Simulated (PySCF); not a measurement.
# Solver options tried on Se²⁺ (triplet)

Aim: find out which solver settings change the answer for Se²⁺ (triplet).

Method: method and basis as typed in the scripts; program: PySCF 2.14.0.

1 further run of the same task is left out (it didn't finish).

## 1. The atom

Se²⁺ (triplet): 1 atom, charge 2, spin multiplicity 3.

## 2. The run that the others are compared with

input.py

```python
from pyscf import gto, scf

mol = gto.M(
    atom='Se 0 0 0',
    basis='jorge-tzp-dkh',
    charge=2,
    spin=2,
    verbose=3,
)
mf = scf.UHF(mol)
mf = mf.sfx2c1e()
mf.kernel()
mf.dip_moment()
print('orbital energies (hartree):', [e[max(0, n-3):n+3].round(4) for e, n in zip(mf.mo_energy, mol.nelec)])
```

The run is started by

```bash
$ OMP_NUM_THREADS=1 python input.py
```

The log of this run is left out.

In short: E(SCF) = -2426.944985 Eh, ⟨S²⟩ = 2.002.

The triplet is typed in the script; nothing here shows that it is the ground state.

## 3. Initial guess chk

Variant 1 changes initial guess: minao → chk.

input.py

```python
from pyscf import gto, scf

mol = gto.M(
    atom='Se 0 0 0',
    basis='jorge-tzp-dkh',
    charge=2,
    spin=2,
    verbose=3,
)
mf = scf.UHF(mol)
mf = mf.sfx2c1e()
mf.init_guess = 'chk'
mf.kernel()
mf.dip_moment()
print('orbital energies (hartree):', [e[max(0, n-3):n+3].round(4) for e, n in zip(mf.mo_energy, mol.nelec)])
```

The run is started by

```bash
$ OMP_NUM_THREADS=1 python input.py
```

## 4. Smearing width 0.005 hartree

Variant 2 changes smearing width: none → 0.005 hartree.

Edit input.py of step 2 so:

```diff
@@ -11,2 +11,3 @@
 mf = mf.sfx2c1e()
+mf = scf.addons.smearing_(mf, sigma=0.005, method='fermi')
 mf.kernel()
```

## 5. Cycle limit 8

Variant 3 changes cycle limit: 50 → 8.

Edit input.py of step 2 so:

```diff
@@ -11,2 +11,3 @@
 mf = mf.sfx2c1e()
+mf.max_cycle = 8
 mf.kernel()
```

## 6. Point-group symmetry on

Variant 4 changes point-group symmetry: off → on.

Edit input.py of step 2 so:

```diff
@@ -7,2 +7,3 @@
     spin=2,
+    symmetry=True,
     verbose=3,
```

Before running it: what results should come out? Wanted: for each run, E(SCF); from base; gap, α spin.

As calculated:

```tsv
run	E(SCF) (hartree)	from base (eV)	gap, α spin (eV)
base	-2426.944985	0	10.99
initial guess chk	-2426.944985	0.0000	10.99
smearing width 0.005 hartree	-2426.632375	not comparable	n/a
cycle limit 8	-2426.944985	0.0000	10.99
point-group symmetry on	-2426.942768	+0.0603	10.82
```

In words: The SCF energy stays the same, to the digits that matter, with initial guess chk or cycle limit 8. PySCF falls back to minao for a guess that it doesn't know or can't read, so that run repeats the base. With point-group symmetry on the SCF ends in another solution, 0.06 eV higher: the path to self-consistency decides the state here.
